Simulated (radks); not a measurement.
**Ta⁷¹⁺ in 1s1.5 2p0.5: an all-electron calculation**

Wanted: eigenvalues, radial structure and energy terms of the tantalum ion Ta71+.

Method: scalar-relativistic Kohn-Sham, SOGGA, spin-polarised, spherical densities, finite nucleus; open shells are filled with parallel spins first. Code: radks (a radial shooting solver on a logarithmic mesh, Libxc functionals) version 1.

## 1. Starting point

```
element            : tantalum (Z = 73)
charge             : +71
electrons          : 2
configuration      : 1s1.5 2p0.5
nuclear rms radius : 5.3507 fm
```

## 2. Self-consistent calculation

Settings of this run:

```text
Z 73
configuration 1s1.5 2p0.5
relativity scalar-relativistic
functional sogga,pbe
spin polarised
nucleus finite rms 5.3507 fm
c 137.035999084
```

Started as:

```bash
$ python run_ks.py task.json out
```

The same process makes all the runs of this session.

Q: Predict the outcome of this run.

The runs gave:

| quantity | value |
| --- | --- |
| total energy | -4639.3256 hartree |
| exchange-correlation share of it | 0.81 % |
| −T/E | 1.1709 |
| highest occupied level | 2p up, -18153.6 eV |
| most extended occupied level | 2p up, <r> = 0.0658 bohr |
| radius at density 0.001 e/bohr³ | 0.261 bohr |
| maxima of the radial density | 1 |

What this shows: The radial density shows 1 maxima for 2 occupied principal shells; where shells overlap, one shows as a shoulder or not at all. −T/E is 1.171: with relativity the kinetic term as defined here no longer equals −E. This is not the tabulated ground configuration, so its levels and sizes aren't those of the ground state, and no measured value stands beside it.
